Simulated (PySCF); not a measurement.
**Zr²³⁺, Nb²⁴⁺: ionisation energies with spin-orbit coupling**

Each state of these ions is computed at each level; their differences give the ionisation energy. How far do the methods differ?

The numbers are computed with PySCF 2.14.0 (two-component X2C-1e, generalised determinants), except any that are marked as measured or tabulated.

### Step 1. What is computed

* Elements: zirconium (Z = 40), niobium (Z = 41)
* Basis: one for each species, given in its step
* Hamiltonian: two-component X2C-1e, Gaussian nucleus, no Breit or QED terms; spin-orbit coupling, run by run: off; screened by Boettger's factors
* Core shells frozen in the correlated runs: 1s2 (for Zr²³⁺)
* State 1: Zr²³⁺: [Ne] 3s2 3p5; 3p1/2 filled at m_j = -1/2, +1/2; 3p3/2 filled at m_j = -1/2, +1/2, +3/2
* State 2: Nb²⁴⁺: [Ne] 3s2 3p5; 3p1/2 filled at m_j = -1/2, +1/2; 3p3/2 filled at m_j = -1/2, +1/2, +3/2
* Needed too, but not shown: Zr²⁴⁺ [Ne] 3s2 3p4 (3P), Nb²⁵⁺ [Ne] 3s2 3p4 (3P)
* Methods: GHF, GMP2

The outer shells:

Zr23+ [Ne] 3s2 3p5
```
[Ne] core
3s [↑↓]
3p [↑↓][↑↓][↑ ]
```

Nb24+ [Ne] 3s2 3p5
```
[Ne] core
3s [↑↓]
3p [↑↓][↑↓][↑ ]
```

A driver program built on PySCF's X2C-1e integrals ran all steps in one process from the settings above; there is no separate input file.

The driver's launch:

```sh
$ OMP_NUM_THREADS=1 python sorun2.py TASK.json OUT
```

The integrals over 114 functions and the set-up took 0.61 s of CPU time.

### Step 2. Zr²³⁺, method by method

Basis: an uncontracted even-tempered set (19 s from 3 bohr⁻², ratio 2.4; 14 p from 3.8 bohr⁻², ratio 2.4; 5 d from 17 bohr⁻², ratio 2.6; 4 f from 25 bohr⁻², ratio 2.6).

GHF (spin-free):

Log:

```text
cycle= 1 E= -3265.3608019671  delta_E= -3.27e+03  |FDS-SDF|= 0.0717
cycle= 2 E= -3265.3643245492  delta_E= -0.00352  |FDS-SDF|= 0.00551
cycle= 3 E= -3265.3643947255  delta_E= -7.02e-05  |FDS-SDF|= 0.000641
cycle= 4 E= -3265.3643963189  delta_E= -1.59e-06  |FDS-SDF|= 9.09e-05
cycle= 5 E= -3265.3643963520  delta_E= -3.31e-08  |FDS-SDF|= 2.71e-06
cycle= 6 E= -3265.3643963520  delta_E= -2.68e-11  |FDS-SDF|= 1.32e-07
```

It took 5.9 s on 1 thread of Neoverse-V1, shared host, the integrals not counted.

Occupied spinors (without spin-orbit coupling the j labels only name the start):

| spinor shell | electrons | mean energy (eV) | weight of the nominal j | rms radius (bohr) |
| --- | --- | --- | --- | --- |
| 1s1/2 | 2 | -19093.3 | 1.000 | 0.0426 |
| 2s1/2 | 2 | -3552.2 | 1.000 | 0.174 |
| 2p3/2 | 4 | -3270.2 | 0.833 | 0.154 |
| 2p1/2 | 2 | -3272.7 | 0.667 | 0.154 |
| 3s1/2 | 2 | -1249.8 | 1.000 | 0.435 |
| 3p3/2 | 3 | -1155.2 | 0.778 | 0.429 |
| 3p1/2 | 2 | -1155.2 | 0.667 | 0.429 |

M_J = 3/2, ⟨J²⟩ = 3.751, ⟨L²⟩ = 2.001, ⟨S²⟩ = 0.750.

GMP2 (spin-free):

No log was kept for this step.

Time after the integrals: 4 s (1 thread of Neoverse-V1, shared host).

With 15 electrons correlated and 56 very high virtual spinors dropped, the MP2 correlation energy is -0.58318 hartree. Largest pairs: 2p3/2-2p3/2 -0.0844, 2p1/2-2p3/2 -0.0824, 3p1/2-3p3/2 -0.0566, 3p3/2-3p3/2 -0.0412, 3p3/2-3s1/2 -0.0393.

GHF (screened spin-orbit):

Log:

```text
cycle= 1 E= -3265.9354253110  delta_E= -3.27e+03  |FDS-SDF|= 0.0985
cycle= 2 E= -3265.9396114216  delta_E= -0.00419  |FDS-SDF|= 0.00604
cycle= 3 E= -3265.9396812558  delta_E= -6.98e-05  |FDS-SDF|= 0.000639
cycle= 4 E= -3265.9396829234  delta_E= -1.67e-06  |FDS-SDF|= 8.5e-05
cycle= 5 E= -3265.9396829520  delta_E= -2.86e-08  |FDS-SDF|= 3.08e-06
cycle= 6 E= -3265.9396829520  delta_E= -2.59e-11  |FDS-SDF|= 1.33e-07
```

It took 5.9 s on 1 thread of Neoverse-V1, shared host, the integrals not counted.

Occupied spinors:

| spinor shell | electrons | mean energy (eV) | weight of the nominal j | rms radius (bohr) |
| --- | --- | --- | --- | --- |
| 1s1/2 | 2 | -19092.1 | 1.000 | 0.0426 |
| 2s1/2 | 2 | -3551.7 | 1.000 | 0.174 |
| 2p1/2 | 2 | -3332.0 | 1.000 | 0.151 |
| 2p3/2 | 4 | -3241.9 | 1.000 | 0.155 |
| 3s1/2 | 2 | -1249.6 | 1.000 | 0.435 |
| 3p1/2 | 2 | -1167.9 | 0.984 | 0.425 |
| 3p3/2 | 3 | -1149.0 | 0.989 | 0.432 |

M_J = 3/2, ⟨J²⟩ = 3.751, ⟨L²⟩ = 2.004, ⟨S²⟩ = 0.754.

GMP2 (screened spin-orbit):

This step left no log, only its results.

Time after the integrals: 2.1 s (1 thread of Neoverse-V1, shared host).

With 15 electrons correlated and 56 very high virtual spinors dropped, the MP2 correlation energy is -0.58341 hartree. Largest pairs: 2p1/2-2p3/2 -0.0839, 2p3/2-2p3/2 -0.0834, 3p1/2-3p3/2 -0.0595, 3p3/2-3p3/2 -0.0395, 3p3/2-3s1/2 -0.0386.

### Step 3. Nb²⁴⁺, method by method

Basis: an uncontracted even-tempered set (19 s from 3.2 bohr⁻², ratio 2.4; 14 p from 4.2 bohr⁻², ratio 2.4; 5 d from 18 bohr⁻², ratio 2.6; 4 f from 27 bohr⁻², ratio 2.6).

GHF (spin-free):

Log:

```text
cycle= 1 E= -3448.6166550576  delta_E= -3.45e+03  |FDS-SDF|= 0.0743
cycle= 2 E= -3448.6202157932  delta_E= -0.00356  |FDS-SDF|= 0.00558
cycle= 3 E= -3448.6202855638  delta_E= -6.98e-05  |FDS-SDF|= 0.000646
cycle= 4 E= -3448.6202871407  delta_E= -1.58e-06  |FDS-SDF|= 8.93e-05
cycle= 5 E= -3448.6202871716  delta_E= -3.09e-08  |FDS-SDF|= 2.54e-06
cycle= 6 E= -3448.6202871716  delta_E= -2.18e-11  |FDS-SDF|= 1.22e-07
```

It took 5.9 s on 1 thread of Neoverse-V1, shared host, the integrals not counted.

Occupied spinors (without spin-orbit coupling the j labels only name the start):

| spinor shell | electrons | mean energy (eV) | weight of the nominal j | rms radius (bohr) |
| --- | --- | --- | --- | --- |
| 1s1/2 | 2 | -20153.1 | 1.000 | 0.0415 |
| 2s1/2 | 2 | -3783.7 | 1.000 | 0.169 |
| 2p3/2 | 4 | -3487.5 | 0.833 | 0.150 |
| 2p1/2 | 2 | -3490.1 | 0.667 | 0.150 |
| 3s1/2 | 2 | -1341.7 | 1.000 | 0.421 |
| 3p3/2 | 3 | -1242.4 | 0.778 | 0.416 |
| 3p1/2 | 2 | -1242.3 | 0.667 | 0.416 |

M_J = 3/2, ⟨J²⟩ = 3.751, ⟨L²⟩ = 2.001, ⟨S²⟩ = 0.750.

GMP2 (spin-free):

This step left no log, only its results.

Time after the integrals: 3.8 s (1 thread of Neoverse-V1, shared host).

With 15 electrons correlated and 56 very high virtual spinors dropped, the MP2 correlation energy is -0.58790 hartree. Largest pairs: 2p3/2-2p3/2 -0.0844, 2p1/2-2p3/2 -0.0824, 3p1/2-3p3/2 -0.0578, 3p3/2-3p3/2 -0.0420, 3p3/2-3s1/2 -0.0398.

GHF (screened spin-orbit):

Log:

```text
cycle= 1 E= -3449.2797319734  delta_E= -3.45e+03  |FDS-SDF|= 0.104
cycle= 2 E= -3449.2840189117  delta_E= -0.00429  |FDS-SDF|= 0.00614
cycle= 3 E= -3449.2840883463  delta_E= -6.94e-05  |FDS-SDF|= 0.000644
cycle= 4 E= -3449.2840900008  delta_E= -1.65e-06  |FDS-SDF|= 8.29e-05
cycle= 5 E= -3449.2840900270  delta_E= -2.62e-08  |FDS-SDF|= 2.92e-06
cycle= 6 E= -3449.2840900271  delta_E= -2.14e-11  |FDS-SDF|= 1.25e-07
```

It took 5.9 s on 1 thread of Neoverse-V1, shared host, the integrals not counted.

Occupied spinors:

| spinor shell | electrons | mean energy (eV) | weight of the nominal j | rms radius (bohr) |
| --- | --- | --- | --- | --- |
| 1s1/2 | 2 | -20151.8 | 1.000 | 0.0415 |
| 2s1/2 | 2 | -3783.1 | 1.000 | 0.169 |
| 2p1/2 | 2 | -3556.3 | 1.000 | 0.147 |
| 2p3/2 | 4 | -3455.9 | 1.000 | 0.151 |
| 3s1/2 | 2 | -1341.5 | 1.000 | 0.421 |
| 3p1/2 | 2 | -1256.7 | 0.986 | 0.411 |
| 3p3/2 | 3 | -1235.4 | 0.991 | 0.418 |

M_J = 3/2, ⟨J²⟩ = 3.751, ⟨L²⟩ = 2.004, ⟨S²⟩ = 0.754.

GMP2 (screened spin-orbit):

This step left no log, only its results.

Time after the integrals: 2.1 s (1 thread of Neoverse-V1, shared host).

With 15 electrons correlated and 56 very high virtual spinors dropped, the MP2 correlation energy is -0.58812 hartree. Largest pairs: 2p1/2-2p3/2 -0.0840, 2p3/2-2p3/2 -0.0835, 3p1/2-3p3/2 -0.0606, 3p3/2-3p3/2 -0.0404, 3p3/2-3s1/2 -0.0390.

### Step 4. The energy differences

Ionisation energy: Zr²³⁺ [Ne] 3s2 3p5 [3p1/2^2 3p3/2^3, M_J = 3/2] → Zr²⁴⁺ [Ne] 3s2 3p4 [3p1/2^2 3p3/2^2, M_J = 2].

| method | value (eV) | less the reference (eV) |
| --- | --- | --- |
| GHF (spin-free) | 1150.5 | +5.8 |
| GMP2 (spin-free) | 1151.4 | +6.7 |
| GHF (screened spin-orbit) | 1146.0 | +1.3 |
| GMP2 (screened spin-orbit) | 1147.0 | +2.3 |

Reference: 1144.7 ± 1.2 eV (semi-empirical (NIST evaluation); NIST Atomic Spectra Database, ionization energies). For this ion Breit and QED terms and the two-electron picture change, all absent here, are large against electron correlation. The spin-free rows have the spin-orbit operator switched off.

Ionisation energy: Nb²⁴⁺ [Ne] 3s2 3p5 [3p1/2^2 3p3/2^3, M_J = 3/2] → Nb²⁵⁺ [Ne] 3s2 3p4 [3p1/2^2 3p3/2^2, M_J = 2].

| method | value (eV) | less the reference (eV) |
| --- | --- | --- |
| GHF (spin-free) | 1237.5 | +6.9 |
| GMP2 (spin-free) | 1238.5 | +7.9 |
| GHF (screened spin-orbit) | 1232.4 | +1.8 |
| GMP2 (screened spin-orbit) | 1233.4 | +2.8 |

Reference: 1230.6 ± 1.3 eV (semi-empirical (NIST evaluation); NIST Atomic Spectra Database, ionization energies). For this ion Breit and QED terms and the two-electron picture change, all absent here, are large against electron correlation. The spin-free rows have the spin-orbit operator switched off.

The differences also use runs on Zr²⁴⁺ [Ne] 3s2 3p4 (3P), Nb²⁵⁺ [Ne] 3s2 3p4 (3P), which are not shown here.

### Step 5. What came out

```
                quantity                                                                                 value
ionisation energy, Zr²³⁺  GHF (spin-free) 1150.5, GMP2 (screened spin-orbit) 1147.0 eV; reference 1144.7 ± 1.2
ionisation energy, Nb²⁴⁺  GHF (spin-free) 1237.5, GMP2 (screened spin-orbit) 1233.4 eV; reference 1230.6 ± 1.3
```

For the first difference the methods span 5.422 eV, from GHF (screened spin-orbit) (1146.0) to GMP2 (spin-free) (1151.4). The reference is uncertain or not like for like (spin-orbit coupling or other relativistic terms), so no ranking of close methods is drawn. Spin-orbit coupling moves the first difference by -4.469 eV at GMP2. All values hold for this basis alone; no basis-set limit was taken.
